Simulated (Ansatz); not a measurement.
MnCrSb:

```xyz
6
Lattice="4.5451 0.0000 0.0000 -2.2725 3.9362 0.0000 0.0000 0.0000 5.5383" Properties=species:S:1:pos:R:3 pbc="T T T"
Sb    0.0000    2.6241    1.3846
Sb    2.2725    1.3121    4.1537
Mn    0.0000    0.0000    2.7691
Mn    0.0000    0.0000    0.0000
Cr    0.0000    2.6241    4.1537
Cr    2.2725    1.3121    1.3846
```

The cell comes from a database or a generator and needn't be the stable form of this composition.

* Program: Ansatz 0.2.0
* Task: single point
* Functional: PBE
* Potentials or basis: Ansatz PAW
* Cutoff: 420 eV (not typed: the program's choice for these potentials)
* k mesh: 7 × 7 × 5
* Occupations: fermi-dirac, width 0.05 eV
* Spin: collinear spin, ferromagnetic start
* Starting moments: [0.0, 0.0, 4.0, 4.0, 3.0, 3.0] μB

On this cell: pressure 1.6 GPa; largest force under 0.003 eV/Å; net moment 0.81 μB per cell; site moments Sb +0.03; Mn +3.31; Cr -2.69 μB; band gap on the k mesh none (metal or under the smearing width).

The same run follows on a disturbed copy (atoms moved at random, drawn with an rms of 0.05 Å):

```
Sb Mn Cr
1.0
     4.54508    0.00000    0.00000
    -2.27254    3.93616    0.00000
     0.00000    0.00000    5.53827
Sb Mn Cr
2 2 2
Direct
  0.32931 0.67189 0.24904
  0.65714 0.32681 0.74606
  0.00780 0.01018 0.50902
  0.00671 0.99242 0.99534
  0.30901 0.66039 0.75219
  0.66082 0.31727 0.25783
```

Q: What changes?

A: The energy (extrapolated to zero smearing) moves by +13.4 meV/atom; pressure 2.1 GPa; largest force 0.743 eV/Å; net moment 0.81 μB per cell; site moments Sb +0.04, +0.03; Mn +3.26, +3.29; Cr -2.62, -2.67 μB; band gap on the k mesh none (metal or under the smearing width).

Forces on the atoms (eV/Å):
```
Sb   0.275 -0.677  0.054
Sb  -0.314  0.049  0.344
Mn  -0.091 -0.129 -0.223
Mn  -0.209  0.065  0.157
Cr   0.534  0.039 -0.035
Cr  -0.195  0.653 -0.297
```

Stress tensor (GPa, compression positive):
```
 2.20  1.28  0.05
 1.28  4.48  0.09
 0.05  0.09 -0.52
```

Caveats: the starting moments weren't kept.
